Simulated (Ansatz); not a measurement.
Consider vertical energies of changing the electron count of BFH₂OSi, SMILES F[SiH]1BO1 (Ansatz 0.2.0, Python API).

Script `bfh2osi_ip.py`:
```python
'''Removing and adding an electron on BFH2OSi at fixed geometry.'''

import ansatz


def energy_of(molecule, charge=0, unpaired=0):
    calc = molecule.calculation().basis(gaussian='def2-SVPD').functional('r2scan0')
    if charge:
        calc = calc.charge(charge)
    if unpaired:
        calc = calc.spin('collinear', total=unpaired)
    report = calc.run(threads=1, backend='cpu').report
    if report['published_state_doubts']:
        print('  doubts:', report['published_state_doubts'])
    return report['free_energy_ev']

GEOMETRY = '''
F    -1.81930   -0.55630   -0.61870
Si   -0.34210    0.19540   -0.65510
B     0.67340    0.08250    1.02670
O     0.85200   -0.88330   -0.05750
H     0.18150    0.77100   -1.92010
H     0.49650    0.32660    2.17860
'''

geometry = ansatz.Crystal.molecule()
for line in GEOMETRY.strip().splitlines():
    symbol, *xyz = line.split()
    geometry = geometry.atom(symbol, [float(v) for v in xyz])

# delta-SCF style differences, no relaxation
parent = energy_of(geometry, 0, 0)
cation = energy_of(geometry, 1, 1)
print(f'E(N)   = {parent:.5f} eV')
print(f'E(N-1) = {cation:.5f} eV  (1 unpaired)')
print(f'vertical ionisation energy {cation - parent:.3f} eV')
anion = energy_of(geometry, -1, 1)
print(f'E(N+1) = {anion:.5f} eV  (1 unpaired)')
print(f'vertical electron affinity {parent - anion:.3f} eV' + ('' if anion < parent else ' (unbound in this basis)'))
print(f'fundamental gap IP - EA = {cation + anion - 2 * parent:.3f} eV')
```

What does it cost to change the electron count at this fixed geometry?

At this unrelaxed geometry removing an electron costs 9.20 eV and adding one releases 0.28 eV.

The run itself:

```console
$ python bfh2osi_ip.py
E(N)   = -13340.57317 eV
E(N-1) = -13331.37199 eV  (1 unpaired)
vertical ionisation energy 9.201 eV
E(N+1) = -13340.85627 eV  (1 unpaired)
vertical electron affinity 0.283 eV
fundamental gap IP - EA = 8.918 eV
```

Total energies depend on the basis set; only differences at equal settings carry meaning. The geometry is a force-field or estimated start, not a minimum of this method, and the basis set is short of its limit. All parts are taken at fixed geometry, without zero-point energy. At an unrelaxed start these energies can be a whole eV from those at the minimum, and a small affinity can change sign. Hardware and time: 18 s on 1 thread of Intel(R) Xeon(R) Platinum 8488C (Sapphire Rapids) (shared host), peak memory 0.34 GiB.

(Lines on the test bed's own set-up are left out of the output.)
